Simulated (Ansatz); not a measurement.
# GeP4: from a guess to a relaxed structure, part 2 of 2

The task: take a trial cell of GeP4 to zero force and stress.

Ansatz 0.2.0; DFT PBE, scalar-relativistic, plane waves, PAW.

## Step 4: Changed: xc lda, ecutwfc left out

Contents of input.yaml:

```yaml
crystal:
  lattice:
    - [-2.8701774812, 2.8701774812, 2.8701774812]
    - [2.8701774812, -2.8701774812, 2.8701774812]
    - [2.8701774812, 2.8701774812, -2.8701774812]
  atoms:
    - { symbol: Ge, position: [0.0, 0.0, 0.0] }
    - { symbol: P, position: [0.0, 0.0, 0.5] }
    - { symbol: P, position: [0.5, 0.0, 0.0] }
    - { symbol: P, position: [0.0, 0.5, 0.0] }
    - { symbol: P, position: [0.5, 0.5, 0.5] }
kpoints:
  mp_grid: { grid: [10, 10, 10] }
hamiltonian:
  xc: lda
scf:
  occupations: { method: gaussian, width: 0.1 }
output:
  forces: true
  eigenvalues: true
  stress: true
```

Run with:

```
ansatz run input.yaml --threads 1 --pin off --max-ram 2560MiB --backend cpu --events-out ev --progress --plain --runs-dir out
```

Output (excerpt; [...] marks lines left out):

```text
Warning: RAYON_NUM_THREADS=1 ignored (pool sized by the plan → 1); use --threads N
[...]
Pseudopotentials: kind: paw
Pseudopotential: Ge, paw, valence charge 14, recommended cutoff 420 eV (normal), Ge.paw.azcp
Pseudopotential: P, paw, valence charge 5, recommended cutoff 420 eV (normal), P.paw.azcp
Functional definition: SPW92
[...]
Crystal: 5 atoms, lattice volume = 94.577 Å³
Basis set: ecut = 420 eV, 1865 PW (Γ)
Bands: 22, of which v1, the nominal top of the filled ones, is band 17 counted from 1 (16 counted from 0)
Symmetry: 48 space group operations
Space group: Im-3m (ITA 229), of the structure as read, at distance tolerance 4.6e-5 Å
k-points: 47 of 1000
[...]
SCF iter   1: F=—  HF=-7115.788306 eV  |F-HF|=—  |Δ(HF+E_count)|=         —  Δρ=4.56e-3  dr2=1.81e-2  ethr=1.77e-3  ⟨swp⟩=8.0  Hψ=5957  notcnv=0
[...]
SCF iter   7: F=-7115.782088 eV  HF=-7115.782088 eV  |F-HF|=1.16e-9  |Δ(HF+E_count)|=   3.27e-7  Δρ=2.74e-6  dr2=4.97e-9  ethr=2.94e-10  ⟨swp⟩=7.0  Hψ=5718  notcnv=0
[...]
SCF converged after 7 iterations
Free energy (F): -7115.782088 eV
[...]
E sigma→0 (E₀):  -7115.773826 eV
Entropy (-TS):   -0.016525 eV (-3.305 meV/atom)
Fermi energy:    7.752777 eV
[...]
--- Forces (eV/Å), atoms counted from 1 ---
  atom   1  Ge    -0.00000000    -0.00000000    -0.00000000
  atom   2  P     -0.00000000     0.00000000    -0.00000000
  atom   3  P      0.00000000    -0.00000000    -0.00000000
  atom   4  P      0.00000000    -0.00000000     0.00000000
  atom   5  P     -0.00000000     0.00000000     0.00000000
[...]
--- Stress (GPa, compression-positive) ---
       -4.253000       0.000000      -0.000000
        0.000000      -4.253000       0.000000
        0.000000       0.000000      -4.253000
  P = ⅓ Tr σ = -4.2530 GPa (-42.530 kbar)
--- Band table (eV; the first three rows and the last of 47) ---
[... band rows left out ...]
[...]
```

It took 5.1 s on 1 thread of Arm Neoverse V2, shared host; peak memory 0.36 GiB.

```csv
run,ending,energy change,pressure (GPa),gap (eV),force (eV/Å),cycles,time
step 3,converged,-,0.0,0.00,0.00,-,25 s
variant,converged,not comparable,-4.3,0.00,0.00,7,5.1 s
```

Total energies don't compare across a change of functional; the pressure goes from 0.0 to -4.3 GPa. At this fixed cell a lower pressure means that this functional prefers a smaller volume than the reference.

## Step 5: What came out

What follows sums up all 2 parts. Changes of volume or cell count from the first structure of part 1.

| quantity | value |
| --- | --- |
| symmetry at the end (tolerance 0.05 Å) | space group Im-3m (No. 229) |
| conventional cell | a = 5.740 Å, b = 5.740 Å, c = 5.740 Å, α = 90.00°, β = 90.00°, γ = 90.00° |
| volume | 18.92 Å³/atom |
| energy over the elements, black P | +0.80 eV/atom |
| gap on the mesh | none (metal) |

In words: The space group Im-3m (No. 229) is kept, and the volume per atom shrinks by 5.6 % from the first guess. The formation energy is positive, so the separate elements lie lower. No finished test with a distortion of lower symmetry is shown, so the end may be a saddle point.
